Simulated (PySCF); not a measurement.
# PbH4: other functionals and bases at one geometry

The task here is to estimate one member of a computed series from the others.

Method: several levels, as the steps say, no spin–orbit coupling; program: PySCF 2.14.0.

3 further runs of the same task are left out: 1 for a known fault of the program, 1 that didn't finish, 1 set aside as unsound or not needed.

## The system as given

5 atoms, charge 0, spin multiplicity 1.

Bond lengths: Pb1–H2 1.771 Å, Pb1–H3 1.771 Å, Pb1–H4 1.770 Å, Pb1–H5 1.770 Å. Angles: H2–Pb1–H3 109.4°, H2–Pb1–H4 109.5°, H2–Pb1–H5 109.5°, H3–Pb1–H4 109.5°, H3–Pb1–H5 109.5°, H4–Pb1–H5 109.4°.

Geometry (Å):

```
Pb    0.0078    0.3729    0.0000
H    -0.0135   -0.6497    1.4454
H    -0.0135   -0.6497   -1.4454
H     1.4737    1.3657    0.0000
H    -1.4156    1.4258    0.0000
```

Formal oxidation states: Pb +4. An earlier session relaxed this geometry at TPSS, Pb def2-SVP with ECP60, H def2-SVP (singlet, point group Td).

At TPSS on the finer grid: E = -195.138433 Eh, HOMO -7.87 eV, LUMO -1.07 eV, Mulliken charge on Pb1 +0.27 e, largest force component 0.003 eV/Å. 

Levels to run: r2SCAN; TPSSh; HF; BLYP; TPSS, TZVP; TPSS, x2c-SVP. Hardware: 2 threads of Arm Neoverse V1, shared host.

Set-up of the first run:

run.py (the lines that set the calculation)

```python
mol = gto.M(atom='''
Pb     0.00776     0.37293     0.00000
H     -0.01352    -0.64973     1.44540
H     -0.01352    -0.64973    -1.44540
H      1.47370     1.36566     0.00000
H     -1.41562     1.42577     0.00000''',
    basis={'Pb': 'def2-SVP', 'H': 'def2-SVP'},
    ecp={'Pb': 'def2-SVP'},
    charge=0, spin=0)
mf = dft.RKS(mol, xc='R2SCAN')
mf.grids.atom_grid = (75, 302)
mf = mf.density_fit()  # fitting sets: Pb def2-universal-JKFIT, H def2-universal-JKFIT
mf.conv_tol = 1e-08; mf.max_cycle = 55
mf.kernel(dm0)  # dm0: the density of the relaxed state
```

Run with:

```console
$ OMP_NUM_THREADS=2 python run.py
```

Among the steps run: r2SCAN; TPSSh; HF; BLYP; TPSS, TZVP; TPSS, x2c-SVP.

One table of the session follows, with a row left open; its other results are not shown here.

| level | HOMO (eV) | gap (eV) | charge on Pb1 (e) | largest force component (eV/Å) |
| --- | --- | --- | --- | --- |
| TPSS (relaxed here) | -7.87 | 6.80 | 0.27 | 0.00 |
| r2SCAN | -7.97 | 7.05 | 0.25 | 0.09 |
| TPSSh | -8.33 | 7.62 | 0.28 | 0.07 |
| HF | ? | ? | ? | ? |
| BLYP | -7.54 | 6.40 | 0.26 | 0.17 |
| TPSS, TZVP | -7.90 | 6.55 | 0.28 | 0.08 |
| TPSS, x2c-SVP | -7.90 | 6.79 | 0.33 | 0.08 |

**Question.** Estimate the row for HF.

The run gave: HOMO (eV): -11.68; gap (eV): 15.08; charge on Pb1 (e): 0.45; largest force component (eV/Å): 0.23. In the column «HOMO (eV)» it is the lowest.

In one basis the HOMO–LUMO gap runs from 6.40 eV (BLYP) to 15.08 eV (HF). The largest leftover force, 0.23 eV/Å with HF, stands at a geometry relaxed at another level. Total energies of different levels can't be compared.
